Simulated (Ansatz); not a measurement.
This was printed by a script on Ansatz 0.2.0, Python API, for harmonic frequencies at the relaxed geometry of Se₂. What did the script look like? Level of theory (for the species named): PBE0, def2-TZVP basis, multiplicity 3, D3BJ dispersion.

```json
{"atom": "Se", "x (Å)": "0.0000", "y (Å)": "0.0000", "z (Å)": "0.0000"}
{"atom": "Se", "x (Å)": "0.0000", "y (Å)": "0.0000", "z (Å)": "2.2300"}
```

`python se2.py` gives:
```text
pair        before    after (A)
Se0-Se1      2.2300   2.1632
mode  1     406.7 1/cm    50.42 meV
imaginary modes: 0  zero-point energy: 0.0252 eV
```

The script that was run (others could print the same):

`se2.py`:
```python
import itertools

import ansatz as az
from ase import Atoms
from ase.data import atomic_numbers, covalent_radii
import numpy as np

atoms = Atoms(['Se', 'Se'], positions=[
    [0.0, 0.0, 0.0],
    [0.0, 0.0, 2.23],
])
system = az.Crystal.molecule_from_ase(atoms)

calc = (
    system.calculation()
    .basis(gaussian='def2-TZVP')
    .functional('pbe0', dispersion='d3bj')
    .spin('collinear', total=2)
    .accuracy('medium')
)
symbols = [site.symbol for site in system.cartesian_sites]
start = np.array([site.position_ang for site in system.cartesian_sites], dtype=float)
summary = calc.relax(force_tolerance=0.003).run().report
end = np.array(summary['positions_ang'])

radius = [covalent_radii[atomic_numbers[s]] for s in symbols]
span = lambda where, i, j: np.linalg.norm(where[i] - where[j])
bonded = [(i, j) for i, j in itertools.combinations(range(len(symbols)), 2) if min(span(start, i, j), span(end, i, j)) < 1.2 * (radius[i] + radius[j])]
print('pair        before    after (A)')
for i, j in bonded:
    print(f'{symbols[i]}{i}-{symbols[j]}{j}'.ljust(10), f'{span(start, i, j):8.4f} {span(end, i, j):8.4f}')

minimum = az.Crystal.molecule()
for symbol, place in zip(symbols, end):
    minimum = minimum.atom(symbol, place.tolist())
vibrating = (
    minimum.calculation()
    .basis(gaussian='def2-TZVP')
    .functional('pbe0', dispersion='d3bj')
    .spin('collinear', total=2)
    .accuracy('medium')
    .phonons(temperatures=(100, 500, 100))
)
vib = vibrating.run().report['vibrations']
sums = vib['harmonic_sums']
modes = [m['omega_inv_cm'] for m in sums['modes_at_gamma'] if m['rigid_motion'] == 'no']
for number, w in enumerate(modes, start=1):
    print(f'mode {number:2d} {w:9.1f} 1/cm {w / 8065.544 * 1000:8.2f} meV')
print('imaginary modes:', sum(w < 0 for w in modes), ' zero-point energy:', round(sums['zero_point_energy_ev'], 4), 'eV')
```

Caveats:
- The settings weren't tested for convergence.
- The frequencies are harmonic and unscaled, in a modest basis. The result belongs to the one conformer reached from this start, and soft torsions count as harmonic oscillators.
- The species is open-shell (spin multiplicity 3).
- The spin state was assumed, and another may lie lower.
- Run time: 48 s on 1 thread of Arm Neoverse V1, on a shared host, peak memory 0.32 GiB.

(Lines on the test bed's own set-up are left out of the output.)
